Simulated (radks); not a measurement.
# Ba²⁺ in [Kr] 4d10 5s2 5p5.5 6s0.5: an all-electron calculation

Wanted: eigenvalues, radial structure and energy terms of the barium ion Ba2+.

Program: radks (a radial shooting solver on a logarithmic mesh, Libxc functionals) version 1. Level of theory: scalar-relativistic Kohn-Sham, r2SCAN, spin-polarised, spherical densities, finite nucleus; open shells are filled with parallel spins first. These are calculated values, not measurements, unless marked.

## (1) The atom as given

```
element            : barium (Z = 56)
charge             : +2
electrons          : 54
configuration      : [Kr] 4d10 5s2 5p5.5 6s0.5
nuclear rms radius : 4.8378 fm
```

## (2) The run

Settings of this run:

```text
Z 56
configuration [Kr] 4d10 5s2 5p5.5 6s0.5
relativity scalar-relativistic
functional r2scan,r2scan
spin polarised
nucleus finite rms 4.8378 fm
c 137.035999084
```

Q: Predict the outcome of this run.

**Answer**, as computed:

```
                        quantity                   value
                    total energy      -8135.3523 hartree
exchange-correlation share of it                  2.43 %
                            −T/E                  1.0557
          highest occupied level       6s up, -13.311 eV
    most extended occupied level  6s up, <r> = 3.95 bohr
 radius at density 0.001 e/bohr³               4.15 bohr
    maxima of the radial density                       4
```

6 principal shells are occupied and 4 maxima appear in the radial density; where shells overlap, one shows as a shoulder or not at all. −T/E is 1.056: with relativity the kinetic term as defined here no longer equals −E. This is not the tabulated ground configuration, so its levels and sizes aren't those of the ground state, and no measured value stands beside it.
